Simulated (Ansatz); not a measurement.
# CrSi (triplet): the correlation ladder, def2-QZVPP

One table from this session's results is given with a row withheld; the runs are named, their logs left out.

The runs use Ansatz 0.2.0, Gaussian basis; def2-QZVPP, core rule «outside noble gas», up to 14 orbitals frozen.

To be run: UHF; ROHF; CCSD(T) on UHF.

5 further runs of the same task are left out: 1 for a known fault of the program, 4 set aside as unsound or not needed.

**The system**

The geometry is a PBE0/def2-TZVP stationary point (not a proven minimum).

2 atoms, charge 0, spin multiplicity 3.

Atoms are counted from 1 here; the program's logs count them from 0.

Bond lengths: Cr1–Si2 2.318 Å.

The first run:

Contents of in.yaml:

```yaml
crystal:
  periodic: [false, false, false]
  atoms:
    - {symbol: Cr, position_ang: [0.000000, 0.000000, 0.000000]}
    - {symbol: Si, position_ang: [0.000000, 0.000000, 2.318000]}
basis:
  gaussian: {orbitals: "def2-QZVPP.json"}
magnetization: {spin_polarized: true, initial_magnetization: 2}
hamiltonian: {xc: hf}
output: {orbitals: {seedname: orbitals}}
```

The run is started by

```bash
$ ansatz run in.yaml --threads 1 --pin off --events-out ev --progress --plain --max-ram 3968MiB --backend cpu
```

Steps of the session up to this table: UHF; ROHF; CCSD(T) on UHF.

One table of the session follows, with a row left open; its other results are not shown here.

It belongs to the step «Misses and costs». 

```
  method  from UCCSD(T) (meV)
    ROHF             +11199.4
     UHF              +6223.4
    UMP2              +1041.9
   UCCSD                    ?
UCCSD(T)                    0
```

Estimate the missing values for UCCSD.

The run gave: from UCCSD(T) (meV): +365.1. In the column «from UCCSD(T) (meV)» it lies between UCCSD(T) (0) and UMP2 (+1041.9).

To keep in mind: The determinant is far from a pure spin state, so its energy mixes those of several spin states (harmless only where they are near-degenerate, as at dissociation).
